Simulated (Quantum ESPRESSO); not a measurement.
LiSiP under changes of volume

One of the cells (15.907 Å³/atom); the others are scaled copies at fixed shape and fractional positions:

```
CELL_PARAMETERS angstrom
2.02883 -2.15990 0.00000
2.02883 2.15990 0.00000
0.00000 0.00000 5.44505
ATOMIC_POSITIONS crystal
Li 0.50000 0.50000 0.50000
Si 0.50000 0.50000 0.00000
P 0.00000 0.00000 0.00000
```

The cell was built by a generator and needn't be a form met in nature.

| Property | Result |
| --- | --- |
| Program | Quantum ESPRESSO 7.5 |
| Functional | PBEsol |
| Dispersion | D3(BJ) |
| Potentials or basis | PseudoDojo 0.5 SR PBE stringent |
| Cutoff | 1306 eV |
| Density cutoff | 5225 eV |
| k mesh | 9 × 9 × 5 |
| Occupations | gaussian, width 0.1 eV |
| Spin | no spin polarisation |

```tsv
volume (Å³/atom)	energy over the lowest point (meV/atom)	pressure (GPa)
14.953	358.06	41.5
15.271	280.06	37.2
15.589	210.23	33.2
15.907	?	?
16.225	92.44	26.3
16.543	43.32	23.3
16.862	0.00	20.5
```

What does the run at 15.907 Å³/atom give?

Energy over the lowest point 147.89 meV/atom; pressure 29.6 GPa.

Worked out: A Birch-Murnaghan fit of order 3 (a polynomial in V^(-2/3)) to the other rows has no minimum within the range. It gives 147.88 meV/atom at 15.907 Å³/atom, against the run's 147.89, and -dE/dV = 29.6 GPa, against 29.6.

Energies are extrapolated to zero smearing.

Caveats: the potentials were made for another functional, which shifts forces and pressure; pairwise dispersion overbinds metals, which lowers pressure and volume.
